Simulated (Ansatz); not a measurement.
This script drives the Ansatz DFT code, driven from Python.

The script, `field_ch6clgep.py`:
```python
'''Dipole of CH6ClGeP in the field of point charges.'''

import ansatz as az
from ase import Atoms
import numpy as np


def main() -> None:
    atoms = Atoms(['P', 'Ge', 'C', 'Cl', 'H', 'H', 'H', 'H', 'H', 'H'], positions=[
        [2.1558, -0.034, -0.2624],
        [0.0502, -0.9221, -0.3038],
        [-1.2233, 0.3687, 0.4],
        [-1.3041, 1.7786, -0.6804],
        [1.7585, 1.1972, -0.9224],
        [2.0027, 0.5062, 1.0774],
        [0.0184, -2.1978, 0.5756],
        [-0.3328, -1.2883, -1.7603],
        [-2.2255, -0.102, 0.466],
        [-0.8999, 0.6933, 1.4103],
    ])
    geometry = az.Crystal.molecule_from_ase(atoms)

    model = geometry.calculation().basis(gaussian='def2-SVPD').functional('PBE').forces()
    # charges +q and -q at -R and +R make a nearly even field 2 k q / R^2 at the centre
    centre = np.mean([site.position_ang for site in geometry.cartesian_sites], axis=0)
    field = 2 * 14.399645 * 3.0 / 25.0 ** 2


    def dipole(axis, sign):
        arm = 25.0 * np.eye(3)[axis]
        pair = [{'charge': sign * 3.0, 'position_ang': (centre - arm).tolist()}, {'charge': -sign * 3.0, 'position_ang': (centre + arm).tolist()}]
        deck = model.input().set(az.key.basis.gaussian.point_charges, pair)
        return np.array(az.Session.from_dict(deck).plan().execute().report['charge_distribution']['dipole_moment_e_ang'])


    print(f'field {field:.4f} V/A')
    alpha = np.array([(dipole(axis, 1) - dipole(axis, -1)) / (2 * field) * 14.399645 for axis in range(3)])
    print('polarisability tensor (A^3)')
    print(np.array2string(alpha, precision=3, suppress_small=True))
    print(f'mean {np.trace(alpha) / 3:.3f} A^3 = {np.trace(alpha) / 3 / 0.14818471:.2f} bohr^3')


if __name__ == '__main__':
    main()
```

It is started by `python field_ch6clgep.py`. Estimate its wall time and peak memory on 1 thread of Arm Neoverse V1, with other jobs on the host.

It took about 46 s, with a peak of 0.29 GiB, for 6 runs of the engine.

Running `python field_ch6clgep.py` prints:
```text
field 0.1382 V/A
polarisability tensor (A^3)
[[14.856 -0.276  0.089]
 [-0.289 13.5   -0.444]
 [ 0.106 -0.409 11.303]]
mean 13.220 A^3 = 89.21 bohr^3
```

The geometry is a force-field or estimated start, not a minimum of this method, and the basis set is short of its limit. The field of two point charges is only nearly even.

(Lines on the test bed's own set-up are left out of the output.)
